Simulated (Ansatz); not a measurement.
**C2H8InNO2: a ladder of functionals and wavefunction methods**

One table from this session's results is given with a row withheld; the runs are named, their logs left out.

The runs use Ansatz 0.2.0, Gaussian basis; functionals in def2-TZVPP, the program's frozen cores in correlated methods.

Levels to be run: LDA (SPW92), PBE-D4, revPBE-D4, BLYP-D4, r2SCAN-D4, B97M-V, PBE0-D4, B3LYP-D4, r2SCANh-D4, r2SCAN0-D4, HSE06-D4, BHLYP-D4, CAM-B3LYP-D4, LC-ωPBE, ωB97X-V, ωB97M-V, B2PLYP, PBE-QIDH; CCSD(T)/def2-SVP; MP2/def2-TZVPP; MP2/def2-QZVPP; RPA on PBE.

### Structure used throughout

An earlier PBE0-D4 in a triple-zeta def2 set relaxation fixed the geometry. In takes the def2 core potential; no spin-orbit term is included.

SMILES `C[O][In]([NH2])[O]C`, 14 atoms, charge 0, spin multiplicity 1.

Atoms are counted from 1 here; the program's logs count them from 0.

Bond lengths: C1–O2 1.407 Å, C1–H7 1.098 Å, C1–H8 1.096 Å, C1–H9 1.097 Å, O2–In3 1.971 Å, In3–N4 2.012 Å, In3–O5 1.984 Å, N4–H10 1.011 Å, N4–H11 1.011 Å, O5–C6 1.402 Å, C6–H12 1.099 Å, C6–H13 1.100 Å, C6–H14 1.096 Å. Angles: O2–C1–H7 111.5°, O2–C1–H8 108.5°, O2–C1–H9 113.5°, H7–C1–H8 107.7°, H7–C1–H9 107.6°, H8–C1–H9 107.8°, C1–O2–In3 121.5°, O2–In3–N4 122.9°, O2–In3–O5 112.5°, N4–In3–O5 124.1°, In3–N4–H10 114.7°, In3–N4–H11 114.9°, H10–N4–H11 108.7°, In3–O5–C6 122.3°, O5–C6–H12 113.1°, O5–C6–H13 112.8°, O5–C6–H14 108.6°, H12–C6–H13 107.6° and more.

Set-up of the first run:

in.yaml

```yaml
crystal:
  periodic: [false, false, false]
  atoms:
    - {symbol: C, position_ang: [-0.942988, -1.651689, 2.057526]}
    - {symbol: O, position_ang: [-0.877605, -1.854329, 0.666967]}
    - {symbol: In, position_ang: [-0.108484, -0.496626, -0.536603]}
    - {symbol: N, position_ang: [-0.056178, -0.713337, -2.536536]}
    - {symbol: O, position_ang: [0.359894, 1.181899, 0.412322]}
    - {symbol: C, position_ang: [0.861215, 2.306068, -0.258289]}
    - {symbol: H, position_ang: [-0.024082, -1.985834, 2.556662]}
    - {symbol: H, position_ang: [-1.773602, -2.244282, 2.456914]}
    - {symbol: H, position_ang: [-1.111416, -0.604913, 2.338925]}
    - {symbol: H, position_ang: [-0.011647, -1.671371, -2.856293]}
    - {symbol: H, position_ang: [0.666002, -0.182616, -3.004022]}
    - {symbol: H, position_ang: [0.194954, 2.665126, -1.055692]}
    - {symbol: H, position_ang: [1.850192, 2.129563, -0.705886]}
    - {symbol: H, position_ang: [0.973726, 3.122370, 0.464006]}
basis:
  gaussian: {orbitals: def2-TZVPP}
hamiltonian: {xc: lda}
output: {orbitals: {seedname: orbitals}}
```

Launch:

```sh
ansatz run in.yaml --threads 8 --pin off --events-out ev --progress --plain --max-ram 18278MiB
```

Steps of the session up to this table: LDA; PBE-D4 (GGA); revPBE-D4 (GGA); BLYP-D4 (GGA); r2SCAN-D4 (meta-GGA); B97M-V (meta-GGA); PBE0-D4 (hybrid); B3LYP-D4 (hybrid); r2SCANh-D4 (hybrid); r2SCAN0-D4 (hybrid); HSE06-D4 (hybrid); BHLYP-D4 (hybrid); CAM-B3LYP-D4 (range-separated); LC-ωPBE (range-separated); ωB97X-V (range-separated); ωB97M-V (range-separated); B2PLYP (double hybrid); PBE-QIDH (double hybrid).

One of the session's tables, all rows but one given; the rest of the session is left out.

It belongs to the step «Frontier levels by functional». 

| functional | HOMO (eV) | LUMO (eV) | gap (eV) |
| --- | --- | --- | --- |
| LDA (SPW92) | -5.97 | -2.59 | 3.37 |
| PBE-D4 | ? | ? | ? |
| revPBE-D4 | -5.74 | -2.18 | 3.56 |
| BLYP-D4 | -5.72 | -2.28 | 3.44 |
| r2SCAN-D4 | -6.11 | -2.07 | 4.04 |
| B97M-V | -6.22 | -2.26 | 3.96 |
| PBE0-D4 | -7.33 | -1.42 | 5.92 |
| B3LYP-D4 | -7.10 | -1.75 | 5.35 |
| r2SCANh-D4 | -6.69 | -1.75 | 4.93 |
| r2SCAN0-D4 | -7.55 | -1.28 | 6.28 |
| HSE06-D4 | -6.92 | -1.79 | 5.14 |
| BHLYP-D4 | -8.77 | -0.62 | 8.15 |
| CAM-B3LYP-D4 | -8.78 | -0.50 | 8.28 |
| LC-ωPBE | -10.12 | 0.82 | 10.94 |
| ωB97X-V | -9.79 | 0.60 | 10.38 |
| ωB97M-V | -9.73 | 0.35 | 10.08 |

**Question.** Estimate the row for PBE-D4.

The run gave: HOMO (eV): -5.80; LUMO (eV): -2.31; gap (eV): 3.50. In the column «HOMO (eV)» it lies between LDA (SPW92) (-5.97) and revPBE-D4 (-5.74).
